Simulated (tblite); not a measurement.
# C5H10FOSi: the cost of one run

Computed with tblite 0.8.0 and PySCF 2.14.0, with density-fitted response routines of our own, on a single molecule in the gas phase. Atoms are numbered from 0 throughout.

### 1 Starting geometry

18 atoms, charge 0, multiplicity 2; geometry from: force field or distance geometry start.

Bonds of the start (Å): C0–O1 1.42, O1–C2 1.39, C2–Si3 1.89, C2–C4 1.34, C4–C5 1.50, C5–C6 1.49, C6–F7 1.35, C0–H8 1.10, C0–H9 1.08, C0–H10 1.10, Si3–H11 1.49, Si3–H12 1.48, Si3–H13 1.48, C4–H14 1.10, C5–H15 1.09, C5–H16 1.10, C6–H17 1.09.

### 2 Relaxing the molecule with GFN2-xTB

What the job is given:

```
{"job": {"kind": "relax", "xc": "GFN2-xTB", "basis": "xTB"}, "charge": 0, "multiplicity": 2}
C     -1.492900    -1.322300    -0.863700
O     -1.302100    -0.774800     0.435600
C     -0.624300     0.436700     0.399900
Si    -1.683200     1.998600     0.248900
C      0.701000     0.496800     0.577200
C      1.604500    -0.679400     0.782700
C      2.615200    -0.813800    -0.302900
F      3.134500     0.249700    -0.946900
H     -1.947100    -2.313000    -0.748000
H     -0.556400    -1.436800    -1.392200
H     -2.193000    -0.699300    -1.445200
H     -2.559700     2.131400     1.452400
H     -0.814300     3.191500     0.163100
H     -2.525200     1.909800    -0.964500
H      1.202600     1.474100     0.579000
H      1.044600    -1.613800     0.875100
H      2.134700    -0.544600     1.741800
H      3.252300    -1.684600    -0.424100
```

The run is started by

```console
$ OMP_NUM_THREADS=1 python probes_run.py task.json out
```

This one command runs all jobs of the session in turn.

Q: Estimate the wall time of this first job on 1 thread of Arm Neoverse V2, shared host.

About 1.4 s.
